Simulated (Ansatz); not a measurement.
# ZnH₂: geometry and frequencies at several levels

The task here is to estimate one member of a computed series from the others.

Method: the levels named in each step, in Ansatz 0.2.0.

## The system as given

Bond lengths: Zn1–H2 1.498 Å, Zn1–H3 1.499 Å. Angles: H2–Zn1–H3 180.0°.

As a file:

```xyz
3

Zn    0.0000    0.0000   -0.0003
H     0.0000    0.0000   -1.4988
H     0.0000    0.0000    1.4991
```

Set-up of the first run:

File input.yaml:

```yaml
crystal:
  periodic: [false, false, false]
  atoms:
    - { symbol: Zn, position_ang: [0.0, 0.0, -0.00031] }
    - { symbol: H, position_ang: [0.0, 0.0, -1.49878] }
    - { symbol: H, position_ang: [0.0, 0.0, 1.49908] }
basis:
  gaussian: { orbitals: def2-SVP }
hamiltonian:
  xc: pbe
  dispersion: d4
relax:
  f_tol: 0.03
  max_steps: 200
```

Launch:

```bash
$ ansatz run input.yaml --threads 2 --pin off --max-ram 5120MiB --backend cpu --events-out ev --progress --plain --runs-dir out
```

Steps of the session up to this table: A rough first relaxation, PBE-D4/def2-SVP; Relaxation, PBE0-D4/def2-TZVPP; Frequencies, PBE0-D4/def2-TZVPP; Relaxation, PBE-D4/def2-TZVPP; Frequencies, PBE-D4/def2-TZVPP; Relaxation, r2SCAN-D4/def2-TZVPP; Frequencies, r2SCAN-D4/def2-TZVPP; Relaxation, B3LYP-D4/def2-TZVPP; Frequencies, B3LYP-D4/def2-TZVPP; Relaxation, B2PLYP/def2-TZVPP; Frequencies, B2PLYP/def2-TZVPP.

One of the session's tables, all rows but one given; the rest of the session is left out.

It belongs to the step «Geometries side by side». 

| level | Zn1–H2 (Å) | Zn1–H3 (Å) | rotational constants (MHz) | highest frequency (cm⁻¹) |
| --- | --- | --- | --- | --- |
| PBE0-D4/def2-TZVPP | 1.5408 | 1.5408 | 105610 | 1910 |
| PBE-D4/def2-TZVPP | 1.5418 | 1.5418 | 105470 | 1880 |
| r2SCAN-D4/def2-TZVPP | ? | ? | ? | ? |
| B3LYP-D4/def2-TZVPP | 1.5400 | 1.5400 | 105720 | 1904 |
| B2PLYP/def2-TZVPP | 1.5315 | 1.5315 | 106900 | 1944 |

Estimate the missing values for r2SCAN-D4/def2-TZVPP.

As computed: Zn1–H2 (Å): 1.5277; Zn1–H3 (Å): 1.5277; rotational constants (MHz): 107430; highest frequency (cm⁻¹): 1945. In the column «Zn1–H2 (Å)» it is the lowest.
